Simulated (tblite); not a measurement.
# CH12GeSi3: the cost of one run

Computed with tblite 0.8.0 and PySCF 2.14.0, with density-fitted response routines of our own, on a single molecule, in the gas phase or a continuum. Atoms count from 0, in the outputs and in this text.

### Step 1. The starting structure

17 atoms, charge 0, multiplicity 1; geometry from: force field or distance geometry start.

Bonds of the start (Å): Si0–C1 1.83, C1–Si2 1.86, Si2–Si3 2.22, Si2–Ge4 2.31, Si0–H5 1.49, Si0–H6 1.45, Si0–H7 1.48, C1–H8 1.10, C1–H9 1.12, Si2–H10 1.47, Si3–H11 1.46, Si3–H12 1.47, Si3–H13 1.48, Ge4–H14 1.56, Ge4–H15 1.54, Ge4–H16 1.56.

### Step 2. Optimising the geometry with GFN2-xTB

What the job is given:

```
{"job": {"kind": "relax", "xc": "GFN2-xTB", "basis": "xTB"}, "charge": 0, "multiplicity": 1}
Si    -2.123400    -0.893100    -0.218400
C     -1.099700    -0.153200     1.107300
Si     0.661400     0.204800     0.645500
Si     1.611700    -1.378700    -0.582200
Ge     0.905600     2.263900    -0.382200
H     -3.166700     0.076900    -0.665900
H     -1.380700    -1.373300    -1.372800
H     -2.846800    -2.038400     0.372100
H     -1.543500     0.776300     1.479800
H     -1.075000    -0.857200     1.979200
H      1.419300     0.286400     1.901600
H      0.955000    -1.576700    -1.873100
H      3.002600    -0.939600    -0.791300
H      1.718500    -2.627500     0.199500
H      0.411800     3.410200     0.561000
H      0.112900     2.369000    -1.700100
H      2.429900     2.462400    -0.669900
```

Command:

```bash
$ OMP_NUM_THREADS=1 python probes_run.py task.json out
```

This one command runs all jobs of the session in turn.

**Question.** How long does this first job take on 1 thread of Arm Neoverse N1, shared host, and how much memory does it need?

About 2.5 s, with a peak of 0.18 GiB.
